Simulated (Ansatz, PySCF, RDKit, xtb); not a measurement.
**Isomers of C3H5BN2, a sample narrowed down**

Which of a sample of isomers of C3H5BN2 is the most stable in the gas at 298.15 K, and what are its properties? The sample is small against all isomers, and the most stable one of this formula need not be in it.

Plan: many cheap relaxations first (GFN2-xTB), then density-functional screening, relaxation at r2SCAN-D4/def2-SVP, vibrations and a final energy. The numbers are computed, not measured.

## 1. Candidates

Isomers were taken from a list of plausible structures; this is a sample, not all of them. That gives 4 candidates.

```
label       SMILES     spin
 c042  Bc1cnc[nH]1  singlet
 c057  Bc1c[nH]cn1  singlet
 c552  Bc1ncc[nH]1  singlet
 c650     Bn1ccnc1  singlet
```

Candidates are built by distance geometry, with a force field where one applies, in up to four conformers (letters a to d).

**Question.** With final energies at CCSD(T)/def2-SVP + MP2/def2-TZVPP - MP2/def2-SVP, which structure will this search put lowest in free energy, and by what margin?

| quantity | value |
| --- | --- |
| lowest structure found | Bn1ccnc1, singlet, Cs |
| next finalist | Bc1cnc[nH]1, singlet, 13.3 kcal/mol higher in G |
| share at equilibrium, among the finalists | 100.0 % |
| harmonic wavenumbers, lowest and highest (r2SCAN-D4/def2-SVP) | 196 and 3280 cm⁻¹ |
| rotational constants, same geometry | 0.3063, 0.131, 0.09177 cm⁻¹ |
| dipole moment (PBE0/def2-SVPD) | 2.06 D |
| HOMO energy (PBE0/def2-SVPD) | -7.19 eV |
| LUMO energy (PBE0/def2-SVPD) | -1.77 eV |
| HOMO–LUMO gap (PBE0/def2-SVPD) | 5.42 eV |
| lowest excitation (TD-PBE0/def2-SVPD) | 4.43 eV (f = 0.024) |
| strongest of the states computed, same level | 6.97 eV (f = 0.167) |
| lowest triplet excitation, same level, Tamm-Dancoff | 3.37 eV |
| vertical ionisation energy | 9.27 eV |
| vertical electron affinity | 0.00 eV |
| vertical triplet less singlet | +3.44 eV |

`Bn1ccnc1` comes out lowest. Among the finalists first place is clear (13.3 kcal/mol); structures outside the list aren't covered. GFN2-xTB, HF/STO-3G, r2SCAN-D4/def2-SVP, r2SCAN-D4/def2-SVP, relaxed, HF/def2-SVP and MP2/def2-SVP already put its bonding pattern lowest among the structures in one piece. The search is not exhaustive (a finite list of starts, one conformer a finalist), so a lower isomer can't be ruled out. Only 4 drawn patterns were tried, so whole families of isomers are missing, and the result ranks this sample alone.
